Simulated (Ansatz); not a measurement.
**C2H7FSSn: how energies converge with the basis set**

An exercise on one series of results from a longer session: the logs are not shown, and one member is left open.

Method: one geometry, several basis sets; program: Ansatz 0.2.0, Gaussian basis.

The runs, in order: PBE0-D4/def2-SVP; ωB97M-V/def2-SVP; PBE0-D4/def2-QZVPP; ωB97M-V/def2-QZVPP; the functionals' def2-TZVPP values are taken from earlier runs.

1 further run of the same task is left out (for a known fault of the program).

**The relaxed structure**

All runs share one geometry, relaxed beforehand with PBE0-D4 in a triple-zeta def2 set. Sn takes the def2 core potential; no spin-orbit term is included.

SMILES `C[S][SnH]([CH3])[F]`, 12 atoms, charge 0, spin multiplicity 1.

Atoms are counted from 1 here; the program's logs count them from 0.

Bond lengths: C1–S2 1.820 Å, C1–H6 1.090 Å, C1–H7 1.090 Å, C1–H8 1.089 Å, S2–Sn3 2.378 Å, Sn3–C4 2.125 Å, Sn3–F5 1.934 Å, Sn3–H9 1.703 Å, C4–H10 1.090 Å, C4–H11 1.089 Å, C4–H12 1.090 Å. Angles: S2–C1–H6 106.3°, S2–C1–H7 111.7°, S2–C1–H8 111.1°, H6–C1–H7 108.6°, H6–C1–H8 108.8°, H7–C1–H8 110.3°, C1–S2–Sn3 99.7°, S2–Sn3–C4 113.5°, S2–Sn3–F5 105.7°, S2–Sn3–H9 109.4°, C4–Sn3–F5 102.4°, C4–Sn3–H9 118.5°, F5–Sn3–H9 105.9°, Sn3–C4–H10 110.2°, Sn3–C4–H11 109.0°, Sn3–C4–H12 109.1°, H10–C4–H11 109.6°, H10–C4–H12 109.7° and more.

Set-up of the first run:

in.yaml reads:

```yaml
crystal:
  periodic: [false, false, false]
  atoms:
    - {symbol: C, position_ang: [-2.003343, 0.699995, 0.029140]}
    - {symbol: S, position_ang: [-1.203821, 0.450650, -1.586319]}
    - {symbol: Sn, position_ang: [1.049200, 0.170256, -0.879332]}
    - {symbol: C, position_ang: [1.269710, -1.199172, 0.730152]}
    - {symbol: F, position_ang: [1.555164, 1.851366, -0.067478]}
    - {symbol: H, position_ang: [-3.058624, 0.878608, -0.176291]}
    - {symbol: H, position_ang: [-1.917740, -0.183656, 0.661091]}
    - {symbol: H, position_ang: [-1.593554, 1.570212, 0.540047]}
    - {symbol: H, position_ang: [2.052299, -0.009857, -2.243691]}
    - {symbol: H, position_ang: [0.943445, -2.193195, 0.425049]}
    - {symbol: H, position_ang: [0.667262, -0.858343, 1.571488]}
    - {symbol: H, position_ang: [2.316901, -1.231969, 1.030045]}
basis:
  gaussian: {orbitals: def2-SVP}
hamiltonian: {xc: pbe0, dispersion: d4}
output: {orbitals: {seedname: orbitals}}
```

Command:

```console
$ ansatz run in.yaml --threads 2 --pin off --events-out ev --progress --plain --max-ram 32768MiB --backend cpu
```

Steps of the session up to this table: PBE0-D4 in def2-SVP; ωB97M-V in def2-SVP; PBE0-D4 in def2-QZVPP; ωB97M-V in def2-QZVPP.

One of the session's tables, all rows but one given; the rest of the session is left out.

```
functional       basis  HOMO (eV)
   PBE0-D4    def2-SVP      -6.92
   PBE0-D4  def2-TZVPP      -7.04
   PBE0-D4  def2-QZVPP          ?
   ωB97M-V    def2-SVP      -9.10
   ωB97M-V  def2-TZVPP      -9.24
   ωB97M-V  def2-QZVPP      -9.27
```

**Question.** Estimate the row for PBE0-D4, def2-QZVPP.

**Answer.** HOMO (eV): -7.06. In the column «HOMO (eV)» it lies between ωB97M-V, def2-SVP (-9.10) and PBE0-D4, def2-TZVPP (-7.04).
